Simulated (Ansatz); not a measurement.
# C4H7NO2: the cost of one run

Program: Ansatz 0.2.0. Level of theory: RKS LDA/6-31G*. These are calculated values, not measurements.

## (1) The system as given

Bond lengths: C1–C2 1.516 Å, C2–O3 1.418 Å, C2–C4 1.484 Å, C4–N5 1.327 Å, C2–C6 1.532 Å, C6–O7 1.215 Å, C1–H8 1.070 Å, C1–H9 1.065 Å, C1–H10 1.156 Å, O3–H11 0.945 Å, C4–H12 1.134 Å, N5–H13 1.080 Å, C6–H14 1.093 Å. Angles (14 of 20 angles, heavy atoms first): C1–C2–O3 106.5°, C1–C2–C4 114.8°, C1–C2–C6 108.7°, O3–C2–C4 107.4°, O3–C2–C6 110.6°, C4–C2–C6 108.7°, C2–C4–N5 122.1°, C2–C6–O7 125.8°, C2–C1–H8 109.4°, C2–C1–H9 116.1°, C2–C1–H10 109.8°, C2–O3–H11 106.0°, C2–C4–H12 117.9°, N5–C4–H12 119.5°.

As a file:

```xyz
14

C    -0.4608   -0.5472    1.3792
C     0.2545   -0.1881    0.0921
O     0.7263   -1.4057   -0.4607
C    -0.5983    0.4640   -0.9326
N    -0.8253   -0.0900   -2.1171
C     1.4247    0.7440    0.4236
O     1.4273    1.9525    0.2982
H    -1.3068   -1.1638    1.1557
H     0.1383   -0.9865    2.1417
H    -0.9108    0.4050    1.8562
H     0.5410   -1.3612   -1.3865
H    -1.1752    1.3921   -0.6307
H    -1.5288    0.5161   -2.6689
H     2.2812    0.2395    0.8787
```

## (2) End point A

input.yaml reads:

```yaml
crystal:
  periodic: [false, false, false]
  atoms:
    - { symbol: C, position_ang: [-0.4608, -0.5472, 1.3792] }
    - { symbol: C, position_ang: [0.2545, -0.1881, 0.0921] }
    - { symbol: O, position_ang: [0.7263, -1.4057, -0.4607] }
    - { symbol: C, position_ang: [-0.5983, 0.464, -0.9326] }
    - { symbol: "N", position_ang: [-0.8253, -0.09, -2.1171] }
    - { symbol: C, position_ang: [1.4247, 0.744, 0.4236] }
    - { symbol: O, position_ang: [1.4273, 1.9525, 0.2982] }
    - { symbol: H, position_ang: [-1.3068, -1.1638, 1.1557] }
    - { symbol: H, position_ang: [0.1383, -0.9865, 2.1417] }
    - { symbol: H, position_ang: [-0.9108, 0.405, 1.8562] }
    - { symbol: H, position_ang: [0.541, -1.3612, -1.3865] }
    - { symbol: H, position_ang: [-1.1752, 1.3921, -0.6307] }
    - { symbol: H, position_ang: [-1.5288, 0.5161, -2.6689] }
    - { symbol: H, position_ang: [2.2812, 0.2395, 0.8787] }
basis:
  gaussian: { orbitals: "6-31G*" }
hamiltonian:
  xc: lda
relax:
  f_tol: 0.02
  max_steps: 50
```

On the command line:

```sh
$ ansatz run input.yaml --threads 2 --pin off --max-ram 3072MiB --backend cpu --events-out ev --progress --plain --runs-dir out
```

What time and memory should one allow on 2 threads of Arm Neoverse V1, shared host?

About 57 s, with a peak of 0.16 GiB.
